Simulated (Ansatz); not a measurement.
# GeNH2 (doublet): from Hartree-Fock to the top rungs at a displaced geometry (v1), cc-pVDZ

One table from this session's results is given with a row withheld; the runs are named, their logs left out.

Program: Ansatz 0.2.0, Gaussian basis. Level of theory: cc-pVDZ, core rule «outside noble gas», up to 15 orbitals frozen. These are calculated values, not measurements.

The runs, in order: UHF; CCSD(T) on ROHF; CCSD(T) on UHF; BCCD(T) on ROHF; CISD; CCSDT(Q) on ROHF; CCSDT(Q) on UHF; CASSCF and MRCISD+Q, 11 electrons in 10 orbitals; CASSCF and NEVPT2, 11 electrons in 10 orbitals.

15 further runs of the same task are left out: 6 that didn't finish, 9 set aside as unsound or not needed.

## The geometry

The geometry is a PBE0/def2-TZVP stationary point (not a proven minimum) with its atoms shifted at random (size 0.040 Å). No spin-orbit coupling is included. The filled d shell of Ge may be among the frozen orbitals whatever the setting's name suggests; the logs give the count.

4 atoms, charge 0, spin multiplicity 2.

Atoms are counted from 1 here; the program's logs count them from 0.

Bond lengths: Ge1–N2 1.828 Å, N2–H3 1.083 Å, N2–H4 1.021 Å. Angles: Ge1–N2–H3 123.6°, Ge1–N2–H4 125.0°, H3–N2–H4 111.4°.

Geometry (Å):

```
Ge    0.00023    0.00228    0.34375
N    -0.00060   -0.01386   -1.48381
H     0.04736    0.88155   -2.09172
H    -0.05542   -0.85347   -2.06192
```

The first run:

Contents of in.yaml:

```yaml
crystal:
  periodic: [false, false, false]
  atoms:
    - {symbol: Ge, position_ang: [0.000228, 0.002283, 0.343749]}
    - {symbol: N, position_ang: [-0.000605, -0.013860, -1.483809]}
    - {symbol: H, position_ang: [0.047359, 0.881553, -2.091725]}
    - {symbol: H, position_ang: [-0.055418, -0.853467, -2.061922]}
basis:
  gaussian: {orbitals: cc-pVDZ}
magnetization: {spin_polarized: true, initial_magnetization: 1}
hamiltonian: {xc: hf}
output: {orbitals: {seedname: orbitals}}
```

Launch:

```
> ansatz run in.yaml --threads 1 --pin off --events-out ev --progress --plain --max-ram 2393MiB
```

Steps of the session up to this table: UHF; CCSD(T) on ROHF; CCSD(T) on UHF; BCCD(T) on ROHF; CISD; CCSDT(Q) on ROHF; CCSDT(Q) on UHF; CASSCF and MRCISD+Q, 11 electrons in 10 orbitals; CASSCF and NEVPT2, 11 electrons in 10 orbitals.

One table of the session follows, with a row left open; its other results are not shown here.

```
          method  from UCCSDT(Q) (kJ/mol)
            ROHF                   +721.9
             UHF                   +711.8
            RMP2                    +85.1
            UMP2                        ?
           RCCSD                    +25.9
           UCCSD                    +25.4
        RCCSD(T)                     +4.4
        UCCSD(T)                     +4.1
         BCCD(T)                     +4.3
          RCCSDT                     +2.5
          UCCSDT                     +2.2
       RCCSDT(Q)                     +0.5
       UCCSDT(Q)                        0
  CASSCF valence                   +406.3
  NEVPT2 valence                   +112.0
  MRCISD valence                    +30.7
MRCISD+Q valence                     +5.8
```

Estimate the missing values for UMP2.

As computed: from UCCSDT(Q) (kJ/mol): +85.4. In the column «from UCCSDT(Q) (kJ/mol)» it lies between RMP2 (+85.1) and NEVPT2 valence (+112.0).

Not comparable, so not listed: CISD (they don't share determinant, frozen orbitals or solution with the rows shown, or repeat one).

Caveats from the session: Restricted and unrestricted rows rest on different reference determinants; where their highest levels disagree by more than a few hundredths of an eV, they describe different states and don't form one ladder.
